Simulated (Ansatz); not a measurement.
# AsGeH5: the cost of one run

Method: PBE0-D4/def2-TZVP structures, single points in def2-TZVPP, no counterpoise correction; program: Ansatz 0.2.0, Gaussian basis.

Levels: SPW92, PBE-D4, BLYP-D4, r2SCAN-D4, B97M-V, PBE0-D4, B3LYP-D4, r2SCAN0-D4, BHLYP-D4, CAM-B3LYP-D4, wB97X-V, wB97M-V, B2PLYP, PBE-QIDH, RPA on PBE, Hartree-Fock, MP2, CCSD, CCSD(T).

Cores are frozen in the correlated methods. Filled d shells of the heavier atoms are correlated. B3LYP uses VWN-RPA correlation. B2PLYP carries no dispersion term here.

94 further runs of the same task are left out: 94 set aside as unsound or not needed. Runs told in other sessions of the task aren't counted.

## (1) Where the work starts

The complex: 12 atoms, charge 0, spin multiplicity 1.

Atoms are counted from 1 here; the program's logs count them from 0.

Bond lengths: Ge1–H3 1.537 Å, Ge1–H4 1.537 Å, Ge1–H5 1.536 Å, Ge1–As7 2.425 Å, C2–H6 1.090 Å, C2–H8 1.090 Å, C2–H9 1.090 Å, C2–H10 1.090 Å, As7–H11 1.523 Å, As7–H12 1.523 Å. Angles: H3–Ge1–H4 108.8°, H3–Ge1–H5 109.3°, H3–Ge1–As7 108.1°, H4–Ge1–H5 109.3°, H4–Ge1–As7 108.1°, H5–Ge1–As7 113.1°, H6–C2–H8 109.6°, H6–C2–H9 109.4°, H6–C2–H10 109.4°, H8–C2–H9 109.5°, H8–C2–H10 109.5°, H9–C2–H10 109.4°, Ge1–As7–H11 92.4°, Ge1–As7–H12 92.4°, H11–As7–H12 92.0°.

As a file:

```xyz
12
CH9AsGe
Ge   -1.43859   -1.53979   -0.24355
C     0.82563    2.05303    0.66482
H    -2.46757   -1.61633   -1.38324
H    -1.78531   -2.60353    0.81086
H    -1.49824   -0.14710    0.40155
H     1.23474    1.19421    0.13346
As    0.74291   -2.07125   -1.16089
H     1.59425    2.81861    0.76742
H     0.48862    1.74061    1.65291
H    -0.01809    2.45669    0.10565
H     1.46009   -1.57382    0.08705
H     0.86165   -0.71134   -1.83594
```

Its parts: GeAsH5 holds atoms 1, 3, 4, 5, 7, 11, 12; CH4 holds atoms 2, 6, 8, 9, 10. Each part counts its atoms afresh in its own runs.

## (2) Relaxing GeAsH5 alone

File relax-a/in.yaml:

```yaml
crystal:
  periodic: [false, false, false]
  atoms:
    - {symbol: Ge, position_ang: [-1.438590, -1.539788, -0.243554]}
    - {symbol: H, position_ang: [-2.467571, -1.616331, -1.383236]}
    - {symbol: H, position_ang: [-1.785312, -2.603533, 0.810862]}
    - {symbol: H, position_ang: [-1.498236, -0.147095, 0.401550]}
    - {symbol: As, position_ang: [0.742911, -2.071250, -1.160891]}
    - {symbol: H, position_ang: [1.460094, -1.573818, 0.087046]}
    - {symbol: H, position_ang: [0.861655, -0.711335, -1.835940]}
basis:
  gaussian: {orbitals: def2-TZVP}
hamiltonian: {xc: pbe0, dispersion: d4}
relax: {f_tol: 0.005, max_steps: 200}
```

The run is started by

```sh
> ansatz run in.yaml --threads 8 --pin off --events-out ev --progress --plain --max-ram 19148MiB
```

**Question.** How long does this run take on 8 threads of Intel Xeon Platinum 8259CL at 2.50GHz, shared host?

About 4.1 s.
